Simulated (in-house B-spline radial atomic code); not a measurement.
# Excitations of Sr⁸⁺ as exact exchange is dialled in

The task here is to estimate one member of a computed series from the others.

The numbers are computed with in-house B-spline radial atomic code version 1 (linear response of a closed shell, each method with its own adiabatic kernel; spin-free one-electron X2C, finite nucleus; B-spline basis; no spin-orbit coupling, no double excitations; only terms of natural parity, (−1)^L, with L up to 3 are computed), except any that are marked as measured or tabulated.

**The atom as given**

| Property | Result |
| --- | --- |
| element | strontium (Z = 38) |
| charge | +8 |
| configuration | [Ar] 3d10 4s2 |
| runs | 0 % exact exchange; 10 % exact exchange; 20 % exact exchange; 30 % exact exchange; 40 % exact exchange; 50 % exact exchange; 60 % exact exchange; 70 % exact exchange; 80 % exact exchange; 90 % exact exchange; 100 % exact exchange |

Outer shells as boxes (Hund's rule):

Sr⁸⁺
```
[Ar] core
3d [↑↓][↑↓][↑↓][↑↓][↑↓]
4s [↑↓]
```

The first run:

Settings, as recorded:

```ini
Z = 38
electrons = 30.0
configuration = [Ar] 3d10 4s2
hamiltonian = x2c
method = pbeh
box_radius = 11.59
exact_exchange_fraction = 0.0
rms_radius = 4.224
intervals = 69
```

Command:

```
python run_td.py task.json out
```

One command runs all members of the session, one after another, from task.json.

Among the steps run: 0 % exact exchange.

One table of the session follows, with a row left open; its other results are not shown here.

It belongs to the step «0 % exact exchange». The states in eV; those that feel the box are left out:

```
   state  full (eV)  Tamm-Dancoff (eV)
4s→4p ³P     19.631             19.782
4s→4p ¹P     26.709             27.543
4s→4d ³D     53.486             53.547
4s→4d ¹D     56.309             56.344
4s→5s ³S     75.627             75.631
4s→5s ¹S     77.073             77.121
4s→4f ³F     83.674             83.718
4s→5p ³P     84.243             84.249
4s→4f ¹F     84.854             84.865
4s→5p ¹P     84.886             84.937
4s→5d ³D     97.744             97.752
4s→5d ¹D     98.223             98.232
4s→6s ³S          ?                  ?
4s→6s ¹S     107.08             107.09
```

Q: Estimate the row for 4s→6s ³S from the others.

As computed: full (eV): 106.67; Tamm-Dancoff (eV): 106.67. In the column «full (eV)» it lies between 4s→5d ¹D (98.223) and 4s→6s ¹S (107.08).
